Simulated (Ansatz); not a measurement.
**Al: a strain scan**

This session takes Al and sets out to see how energy and stress answer to the strain pattern (1, 1, 0, 0, 0, 0).

Program: Ansatz 0.2.0. Level of theory: DFT r2SCAN, scalar-relativistic, plane waves, PAW. These are calculated values, not measurements.

## (1) The system as given

The structure is cubic, space group Im-3m (No. 229). The conventional cell has a = 3.182 Å, b = 3.182 Å, c = 3.182 Å, α = 90.00°, β = 90.00°, γ = 90.00°. Al (site symmetry m-3m) is surrounded by 8 Al at 2.76 Å.

As a file:

```cif
data_structure
_symmetry_space_group_name_H-M 'Im-3m'
_symmetry_Int_Tables_number 229
_cell_length_a 3.1824
_cell_length_b 3.1824
_cell_length_c 3.1824
_cell_angle_alpha 90.000
_cell_angle_beta 90.000
_cell_angle_gamma 90.000
_cell_volume 32.23
loop_
_atom_site_label
_atom_site_type_symbol
_atom_site_symmetry_multiplicity
_atom_site_Wyckoff_symbol
_atom_site_fract_x
_atom_site_fract_y
_atom_site_fract_z
_atom_site_occupancy
Al1 Al 2 a 0.00000 0.00000 0.00000 1
```

It goes back to an entry of the Materials Project, which need not be the stable form.

The cell is taken as given, not relaxed at this level.

## (2) The reference cell

The reference gives a free energy of -540.2985 eV, pressure 0.48 GPa, largest force 0.000 eV/Å and gap on the mesh none (metal). It was computed beforehand with the settings of the runs below.

## (3) The scan: a strain scan

The cell is strained by ε times the Voigt pattern (1, 1, 0, 0, 0, 0) (xx, yy, zz, yz, xz, xy; engineering shear), with fractional coordinates fixed (clamped ions). The stress on the pattern is the sum of the stress components weighted by it, tension positive.

## (4) At ε = -0.0400

Contents of input.yaml:

```yaml
crystal:
  lattice:
    - [-1.5275699424, 1.5275699424, 1.59121869]
    - [1.5275699424, -1.5275699424, 1.59121869]
    - [1.5275699424, 1.5275699424, -1.59121869]
  atoms:
    - { symbol: Al, position: [0.0, 0.0, 0.0] }
basis:
  ecutwfc: 500
kpoints:
  mp_grid: { grid: [20, 20, 20] }
hamiltonian:
  xc: r2scan
scf:
  occupations: { method: gaussian, width: 0.15 }
output:
  forces: true
  stress: true
  eigenvalues: true
```

The run is started by

```
$ ansatz run input.yaml --threads 1 --pin off --max-ram 2560MiB --backend cpu --events-out ev --progress --plain --runs-dir out
```

## (5) At ε = 0.0300

input.yaml, as its differences from that of step 4:

```diff
@@ -2,5 +2,5 @@
   lattice:
-    - [-1.5275699424, 1.5275699424, 1.59121869]
-    - [1.5275699424, -1.5275699424, 1.59121869]
-    - [1.5275699424, 1.5275699424, -1.59121869]
+    - [-1.6389552507, 1.6389552507, 1.59121869]
+    - [1.6389552507, -1.6389552507, 1.59121869]
+    - [1.6389552507, 1.6389552507, -1.59121869]
   atoms:
```

## (6) Point ε = -0.0200

input.yaml, as its differences from that of step 5:

```diff
@@ -2,5 +2,5 @@
   lattice:
-    - [-1.6389552507, 1.6389552507, 1.59121869]
-    - [1.6389552507, -1.6389552507, 1.59121869]
-    - [1.6389552507, 1.6389552507, -1.59121869]
+    - [-1.5593943162, 1.5593943162, 1.59121869]
+    - [1.5593943162, -1.5593943162, 1.59121869]
+    - [1.5593943162, 1.5593943162, -1.59121869]
   atoms:
```

## (7) ε = 0.0100

input.yaml, as its differences from that of step 6:

```diff
@@ -2,5 +2,5 @@
   lattice:
-    - [-1.5593943162, 1.5593943162, 1.59121869]
-    - [1.5593943162, -1.5593943162, 1.59121869]
-    - [1.5593943162, 1.5593943162, -1.59121869]
+    - [-1.6071308769, 1.6071308769, 1.59121869]
+    - [1.6071308769, -1.6071308769, 1.59121869]
+    - [1.6071308769, 1.6071308769, -1.59121869]
   atoms:
```

## (8) ε = 0.0400

input.yaml, as its differences from that of step 7:

```diff
@@ -2,5 +2,5 @@
   lattice:
-    - [-1.6071308769, 1.6071308769, 1.59121869]
-    - [1.6071308769, -1.6071308769, 1.59121869]
-    - [1.6071308769, 1.6071308769, -1.59121869]
+    - [-1.6548674376, 1.6548674376, 1.59121869]
+    - [1.6548674376, -1.6548674376, 1.59121869]
+    - [1.6548674376, 1.6548674376, -1.59121869]
   atoms:
```

## (9) Point ε = -0.0300

input.yaml, as its differences from that of step 8:

```diff
@@ -2,5 +2,5 @@
   lattice:
-    - [-1.6548674376, 1.6548674376, 1.59121869]
-    - [1.6548674376, -1.6548674376, 1.59121869]
-    - [1.6548674376, 1.6548674376, -1.59121869]
+    - [-1.5434821293, 1.5434821293, 1.59121869]
+    - [1.5434821293, -1.5434821293, 1.59121869]
+    - [1.5434821293, 1.5434821293, -1.59121869]
   atoms:
```

## (10) At ε = 0.0200

input.yaml, as its differences from that of step 9:

```diff
@@ -2,5 +2,5 @@
   lattice:
-    - [-1.5434821293, 1.5434821293, 1.59121869]
-    - [1.5434821293, -1.5434821293, 1.59121869]
-    - [1.5434821293, 1.5434821293, -1.59121869]
+    - [-1.6230430638, 1.6230430638, 1.59121869]
+    - [1.6230430638, -1.6230430638, 1.59121869]
+    - [1.6230430638, 1.6230430638, -1.59121869]
   atoms:
```

## (11) At ε = -0.0100

input.yaml, as its differences from that of step 10:

```diff
@@ -2,5 +2,5 @@
   lattice:
-    - [-1.6230430638, 1.6230430638, 1.59121869]
-    - [1.6230430638, -1.6230430638, 1.59121869]
-    - [1.6230430638, 1.6230430638, -1.59121869]
+    - [-1.5753065031, 1.5753065031, 1.59121869]
+    - [1.5753065031, -1.5753065031, 1.59121869]
+    - [1.5753065031, 1.5753065031, -1.59121869]
   atoms:
```

## (12) Point ε = 0.0350

input.yaml, as its differences from that of step 11:

```diff
@@ -2,5 +2,5 @@
   lattice:
-    - [-1.5753065031, 1.5753065031, 1.59121869]
-    - [1.5753065031, -1.5753065031, 1.59121869]
-    - [1.5753065031, 1.5753065031, -1.59121869]
+    - [-1.6469113441, 1.6469113441, 1.59121869]
+    - [1.6469113441, -1.6469113441, 1.59121869]
+    - [1.6469113441, 1.6469113441, -1.59121869]
   atoms:
```

(Steps that only read results are left out.)

**Question.** What will these runs give? Wanted: slope of the stress at ε = 0, over ±0.0100.

As calculated:

| quantity | value |
| --- | --- |
| slope of the stress at ε = 0, over ±0.0100 | 292 GPa |

**Reading.** From the stress slope, C11 + C22 + 2 C12 is about 292 GPa with the ions clamped. No sampled point lies below the undisturbed cell. Compression costs more than tension: 30.1 against 18.4 meV/atom at the ends.
